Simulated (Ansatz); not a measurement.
# GeHP2: the cost of one run

Method: the settings change from run to run; program: Ansatz 0.2.0, Gaussian basis.

36 further runs of the same task are left out: 26 that didn't finish, 10 set aside as unsound or not needed.

### 1 What is computed

The geometry is a PBE0/def2-TZVP stationary point (not a proven minimum). No spin-orbit coupling is included. The filled d shell of Ge may be among the frozen orbitals whatever the setting's name suggests; the logs give the count.

4 atoms, charge 0, spin multiplicity 2.

Atoms are counted from 1 here; the program's logs count them from 0.

Bond lengths: P1–Ge2 2.163 Å, P1–H4 1.428 Å, Ge2–P3 2.065 Å. Angles: Ge2–P1–H4 88.8°, P1–Ge2–P3 175.6°.

### 2 MP2 on UHF/6-31G*

The input, in.yaml:

```yaml
crystal:
  periodic: [false, false, false]
  atoms:
    - {symbol: P, position_ang: [0.000000, -0.410687, 1.582284]}
    - {symbol: Ge, position_ang: [-0.000002, -0.284038, -0.577259]}
    - {symbol: P, position_ang: [0.000001, -0.321401, -2.641729]}
    - {symbol: H, position_ang: [0.000002, 1.016125, 1.636704]}
basis:
  gaussian: {orbitals: "6-31G*"}
magnetization: {spin_polarized: true, initial_magnetization: 1}
correlation: {method: mp2, electrons: outside_noble_gas}
accuracy: high
```

Launch:

```console
> ansatz run in.yaml --threads 1 --pin off --events-out ev --progress --plain --max-ram 2393MiB
```

What time and memory should one allow on 1 thread of Intel Xeon at 2.50GHz, shared host?

About 43 s, with a peak of 0.28 GiB.
